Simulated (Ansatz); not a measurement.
Run this with the Python package of Ansatz (0.2.0) and show what comes out.

Input file `ch3bbrfs.xyz`:
```text
8

C     0.34150   -0.55510    1.10210
S     0.92250    0.94000    0.19520
B    -0.35160    0.79180   -1.22670
F    -1.52020    1.47280   -1.12870
Br    0.12660   -0.31360   -2.84240
H    -0.77100   -0.34120    1.36790
H     0.91410   -0.64780    2.02040
H     0.43010   -1.40400    0.45630
```

Script `opt.py`:
```python
import itertools

import ansatz as az
from ase.data import atomic_numbers, covalent_radii
import numpy as np

geometry = az.Crystal.molecule_from_extxyz('ch3bbrfs.xyz')

calc = (
    geometry.calculation()
    .basis(gaussian='def2-SVP')
    .functional('b3lyp')
)
symbols = [site.symbol for site in geometry.cartesian_sites]
start = np.array([site.position_ang for site in geometry.cartesian_sites], dtype=float)
def progress(event):
    if event['event'] == 'relax_step':
        row = event['data']
        print(f'step {row["step"]:3d}  E = {row["lagrangian_ev"]:.6f} eV  largest force component {row["allowed_force_max_ev_ang"]:.4f} eV/A')


rep = calc.relax(force_tolerance=0.02).session().plan().execute(on_event=progress).report
end = np.array(rep['positions_ang'])

print('reference energy %16.6f eV' % rep['reference_energy_ev'])
print('total energy     %16.6f eV' % rep['free_energy_ev'])
print('occupied orbitals outside the frozen core (up, down):', rep['n_occupied'], ' frozen:', rep['n_frozen'], ' virtual:', rep['n_virtual'])

radius = [covalent_radii[atomic_numbers[s]] for s in symbols]
span = lambda where, i, j: np.linalg.norm(where[i] - where[j])
bonded = [(i, j) for i, j in itertools.combinations(range(len(symbols)), 2) if min(span(start, i, j), span(end, i, j)) < 1.2 * (radius[i] + radius[j])]
print('pair        before    after (A)')
for i, j in bonded:
    print(f'{symbols[i]}{i}-{symbols[j]}{j}'.ljust(10), f'{span(start, i, j):8.4f} {span(end, i, j):8.4f}')
for first, second in list(itertools.combinations(bonded, 2)):
    shared = set(first) & set(second)
    if shared and symbols[(j := shared.pop())] != 'H':
        i, k = sorted((set(first) | set(second)) - {j})
        u, v = end[i] - end[j], end[k] - end[j]
        angle = np.degrees(np.arccos(np.clip(u @ v / np.linalg.norm(u) / np.linalg.norm(v), -1, 1)))
        print(f'final angle {symbols[i]}{i}-{symbols[j]}{j}-{symbols[k]}{k}: {angle:.2f} deg')
```

```console
$ python opt.py
step   1  E = -85349.335730 eV  largest force component 2.3854 eV/A
step   2  E = -85349.599148 eV  largest force component 0.8927 eV/A
step   3  E = -85349.601095 eV  largest force component 1.4080 eV/A
step   4  E = -85349.658603 eV  largest force component 0.4124 eV/A
step   5  E = -85349.685766 eV  largest force component 0.1425 eV/A
step   6  E = -85349.745329 eV  largest force component 0.3486 eV/A
step   7  E = -85349.826332 eV  largest force component 0.6528 eV/A
step   8  E = -85349.947291 eV  largest force component 0.8767 eV/A
step   9  E = -85350.056869 eV  largest force component 0.8494 eV/A
step  10  E = -85350.150129 eV  largest force component 0.2766 eV/A
step  11  E = -85350.178949 eV  largest force component 0.3681 eV/A
step  12  E = -85350.190246 eV  largest force component 0.2729 eV/A
step  13  E = -85350.192771 eV  largest force component 0.1164 eV/A
step  14  E = -85350.180902 eV  largest force component 0.5469 eV/A
step  15  E = -85350.195490 eV  largest force component 0.0866 eV/A
step  16  E = -85350.198430 eV  largest force component 0.0200 eV/A
step  17  E = -85350.192141 eV  largest force component 0.3614 eV/A
step  18  E = -85350.198983 eV  largest force component 0.0422 eV/A
step  19  E = -85350.199180 eV  largest force component 0.0305 eV/A
step  20  E = -85350.199299 eV  largest force component 0.0223 eV/A
step  21  E = -85350.197797 eV  largest force component 0.1367 eV/A
step  22  E = -85350.199371 eV  largest force component 0.0088 eV/A
reference energy    -85350.199607 eV
total energy        -85350.199607 eV
occupied orbitals outside the frozen core (up, down): [37, 37]  frozen: 0  virtual: [70, 70]
pair        before    after (A)
C0-S1        1.8426   1.8309
C0-H5        1.1636   1.0976
C0-H6        1.0862   1.0981
C0-H7        1.0703   1.0976
S1-B2        1.9150   1.7961
B2-F3        1.3561   1.3232
B2-Br4       2.0152   1.9351
final angle S1-C0-H5: 110.84 deg
final angle S1-C0-H6: 106.09 deg
final angle S1-C0-H7: 110.85 deg
final angle C0-S1-B2: 104.85 deg
final angle H5-C0-H6: 109.58 deg
final angle H5-C0-H7: 109.82 deg
final angle H6-C0-H7: 109.59 deg
final angle S1-B2-F3: 117.35 deg
final angle S1-B2-Br4: 125.05 deg
final angle F3-B2-Br4: 117.60 deg
```

Reading the output:
- Total energies depend on the basis set; only differences at equal settings carry meaning.
- The end point is the stationary point reached from this start; no frequency run checks that it is a minimum, and the basis set is modest.
- b3lyp holds the VWN-RPA fit, as in Gaussian; the form of ORCA and Turbomole is b3lyp5.
- Hardware and time: 2.2 min on 1 thread of Arm Neoverse V2, with other jobs on the host, peak memory 0.33 GiB.
